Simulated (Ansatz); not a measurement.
The system is Ni3Pt.

```xyz
4
Lattice="-1.8149 1.8149 3.6034 1.8149 -1.8149 3.6034 1.8149 1.8149 -3.6034" Properties=species:S:1:pos:R:3 pbc="T T T"
Pt    0.0000    0.0000    0.0000
Ni    0.0000    0.0000    3.6034
Ni    1.8149    0.0000    1.8017
Ni    0.0000    1.8149    1.8017
```

The cell comes from a database or a generator and needn't be the stable form of this composition.

Base run:

```yaml
Program: Ansatz 0.2.0
Functional: PBEsol
Potentials_or_basis: all-electron LAPW, scalar-relativistic
Cutoff: 286 eV
Density_cutoff: 1144 eV
Basis_error_allowed: 0.002 eV/atom
k_mesh: 10 × 10 × 10
Occupations: fermi-dirac, width 0.05 eV
Spin: collinear spin, ferromagnetic start
Starting_moments: "[0.0, 1.0, 1.0, 1.0] μB"
```

Its results: pressure -4.1 GPa; net moment 2.38 μB per cell; site moments Pt +0.38; Ni +0.67, +0.71 μB.

Question: The run is repeated on the same cell with these changes: functional from PBEsol to LDA. What comes out?

Answer: Pressure -11.3 GPa; net moment 2.26 μB per cell; site moments Pt +0.36; Ni +0.62, +0.67 μB.

LDA binds more tightly than PBEsol, so the same cell stands under less pressure.

Not every run made on this cell is shown here.
